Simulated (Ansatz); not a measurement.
**Al3Au in Ansatz: the effect of target pressure**

Al3Au:

```xyz
4
Lattice="-2.0253 2.0253 4.0566 2.0253 -2.0253 4.0566 2.0253 2.0253 -4.0566" Properties=species:S:1:pos:R:3 pbc="T T T"
Au    0.0000    0.0000    0.0000
Al    0.0000    0.0000    4.0566
Al    2.0253    0.0000    2.0283
Al    0.0000    2.0253    2.0283
```

The cell comes from a database or a generator and needn't be the stable form of this composition.

Alike in all runs:

* Program: Ansatz 0.2.0
* Task: relaxation of cell and atoms
* Functional: PBEsol
* Potentials or basis: Ansatz PAW
* Cutoff: 420 eV (not typed: the program's choice for these potentials)
* k mesh: 9 × 9 × 9
* Occupations: fermi-dirac, width 0.05 eV
* Spin: no spin polarisation

Each run relaxes the cell or the atoms first.

| target pressure | relaxed volume (Å³/atom) |
| --- | --- |
| 0 GPa | 16.20 |
| 2 GPa | 15.91 |
| 5 GPa | 15.51 |
| 10 GPa | 14.96 |
| 20 GPa | ? |
| 30 GPa | 13.43 |

Problem. What does the run with target pressure 20 GPa give?

Solution. Relaxed volume 14.09 Å³/atom.

Worked out: In Murnaghan's law V^(-B') rises as a straight line in P. The other rows fit best with B' = 4.2, V0 = 16.20 Å³/atom and B0 = 105 GPa, which gives 14.09 Å³/atom at 20 GPa, against the run's 14.09.

Caveats: the plane-wave basis is chosen anew once the cell has moved, so the energies of steps on either side of that aren't comparable; the PAW data sets come from PBE, with cores solved anew for the run's functional, which leaves a small shift of forces and pressure; the volume moved by over 15 % at a fixed basis, so the end points are rough (some runs).
